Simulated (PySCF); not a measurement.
# C3H5GaO2: the cost of one run

Computed with PySCF 2.14.0, with density-fitted response routines of our own, on a single molecule in the gas phase. Atoms are numbered from 0 throughout.

## Step 1: The starting structure

11 atoms, charge 0, multiplicity 1; geometry from: GFN2-xTB. The atoms were then displaced at random by about 0.01 Å, so the start is not that level's minimum.

Bonds of the start (Å): C0–C1 1.37, C1–O2 1.28, O2–Ga3 1.90, Ga3–O4 1.92, O4–C5 1.27, C5–C0 1.43, C0–H6 1.07, C1–H7 1.11, Ga3–H8 1.53, Ga3–H9 1.56, C5–H10 1.09.

## Step 2: Optimising the geometry at PBE0-D3(BJ)/def2-SVP

What the job is given:

```
{"job": {"xc": "PBE0", "basis": "def2-SVP", "d3": "d3bj", "grid": 1, "shake": 0.01, "kind": "geom"}, "charge": 0, "multiplicity": 1}
C      1.384380     0.396760     0.006470
C      1.057840    -0.916870     0.236600
O     -0.113310    -1.427820     0.256480
Ga    -1.777590    -0.559470    -0.013160
O     -0.883390     1.115840    -0.279850
C      0.359180     1.359050    -0.238950
H      2.401870     0.739480     0.005170
H      1.914800    -1.596220     0.417700
H     -2.391800    -1.015650    -1.335570
H     -2.566290    -0.514690     1.336770
H      0.652420     2.393740    -0.407330
```

The run is started by

```sh
> OMP_NUM_THREADS=1 python probes_run.py task.json out
```

This one command runs all jobs of the session in turn.

**Question.** How long does this first job take on 1 thread of Arm Neoverse V2, shared host, and how much memory does it need?

About 77 s, with a peak of 0.54 GiB.
